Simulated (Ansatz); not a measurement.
# AlBrClH (SMILES [Cl][AlH][Br]): one structure at several levels

How do the functionals fare away from a minimum? The structure is a structure displaced at random from a GFN2-xTB minimum.

Method: single points in def2-TZVPP; program: Ansatz 0.2.0, Gaussian basis.

Correlated methods freeze the cores. Filled d shells of the heavier atoms are correlated.

## (1) The system as given

SMILES `[Cl][AlH][Br]`, 4 atoms, charge 0, spin multiplicity 1.

Atoms are counted from 1 here; the program's logs count them from 0.

Bond lengths: Cl1–Al2 2.033 Å, Al2–Br3 2.240 Å, Al2–H4 1.634 Å. Angles: Cl1–Al2–Br3 121.7°, Cl1–Al2–H4 129.6°, Br3–Al2–H4 107.5°.

Coordinates:

```xyz
4
charge 0, multiplicity 1
Cl   -1.9737    0.1532   -0.5220
Al   -0.0259    0.1451    0.0594
Br    1.0060   -1.7407    0.6888
H     1.1216    1.2929   -0.1281
```

## (2) CCSD(T)/def2-TZVPP

run/in.yaml reads:

```yaml
crystal:
  periodic: [false, false, false]
  atoms:
    - {symbol: Cl, position_ang: [-1.973700, 0.153200, -0.522000]}
    - {symbol: Al, position_ang: [-0.025900, 0.145100, 0.059400]}
    - {symbol: Br, position_ang: [1.006000, -1.740700, 0.688800]}
    - {symbol: H, position_ang: [1.121600, 1.292900, -0.128100]}
basis:
  gaussian: {orbitals: def2-TZVPP}
correlation: {method: ccsd_t}
output: {forces: true}
```

The command line of these runs was not kept.

## (3) PBE0-D4/def2-TZVPP

run/in.yaml: that of step 2 with these lines changed.

```diff
@@ -9,3 +9,3 @@
   gaussian: {orbitals: def2-TZVPP}
-correlation: {method: ccsd_t}
-output: {forces: true}
+hamiltonian: {xc: pbe0, dispersion: d4}
+output: {forces: true, orbitals: {seedname: orbitals}}
```

## (4) wB97M-V/def2-TZVPP

run/in.yaml: that of step 3 with these lines changed.

```diff
@@ -9,3 +9,3 @@
   gaussian: {orbitals: def2-TZVPP}
-hamiltonian: {xc: pbe0, dispersion: d4}
-output: {forces: true, orbitals: {seedname: orbitals}}
+hamiltonian: {xc: {name: wB97M-V}}
+output: {forces: true}
```

## (5) r2SCAN-D4/def2-TZVPP

run/in.yaml: that of step 4 with these lines changed.

```diff
@@ -9,3 +9,3 @@
   gaussian: {orbitals: def2-TZVPP}
-hamiltonian: {xc: {name: wB97M-V}}
+hamiltonian: {xc: r2scan, dispersion: d4}
 output: {forces: true}
```

## (6) PBE-D4/def2-TZVPP

run/in.yaml: that of step 5 with these lines changed.

```diff
@@ -9,3 +9,3 @@
   gaussian: {orbitals: def2-TZVPP}
-hamiltonian: {xc: r2scan, dispersion: d4}
+hamiltonian: {xc: pbe, dispersion: d4}
 output: {forces: true}
```

## (7) CAM-B3LYP-D4/def2-TZVPP

run/in.yaml: that of step 6 with these lines changed.

```diff
@@ -9,3 +9,3 @@
   gaussian: {orbitals: def2-TZVPP}
-hamiltonian: {xc: pbe, dispersion: d4}
+hamiltonian: {xc: {name: CAM-B3LYP}, dispersion: d4}
 output: {forces: true}
```

## (8) wB97X-V/def2-TZVPP

run/in.yaml: that of step 7 with these lines changed.

```diff
@@ -9,3 +9,3 @@
   gaussian: {orbitals: def2-TZVPP}
-hamiltonian: {xc: {name: CAM-B3LYP}, dispersion: d4}
+hamiltonian: {xc: {name: wB97X-V}}
 output: {forces: true}
```

(Steps that only read results are left out.)

Q: Predict the outcome of this session. Wanted: energy less free atoms, CCSD(T)/def2-TZVPP; RMS force component; RMS force error; HOMO and LUMO, PBE0-D4; T1 diagnostic.

**Answer**, as computed:

```
                                  quantity                                                                                                value
energy less free atoms, CCSD(T)/def2-TZVPP                                                                                       -1070.6 kJ/mol
                       RMS force component                                                                 0.673 to 0.736 eV/Å over the methods
                           RMS force error  PBE0-D4 0.069, wB97M-V 0.055, r2SCAN-D4 0.050, PBE-D4 0.095, CAM-B3LYP-D4 0.080, wB97X-V 0.061 eV/Å
                    HOMO and LUMO, PBE0-D4                                                                                   -8.53 and -1.67 eV
                             T1 diagnostic                                                                                                0.007
```

Against CCSD(T) the functionals' energies less atoms differ by -45.3 to -8.8 kJ/mol, PBE-D4 by -20.3 kJ/mol. A larger basis would deepen the CCSD(T) value, while the functionals are nearly converged already, so the order here is not reliable. For forces r2SCAN-D4 does best and PBE-D4 worst. Frozen-core CCSD(T) forces in triple zeta carry basis errors of their own, and this is one geometry, so small gaps rank nothing.
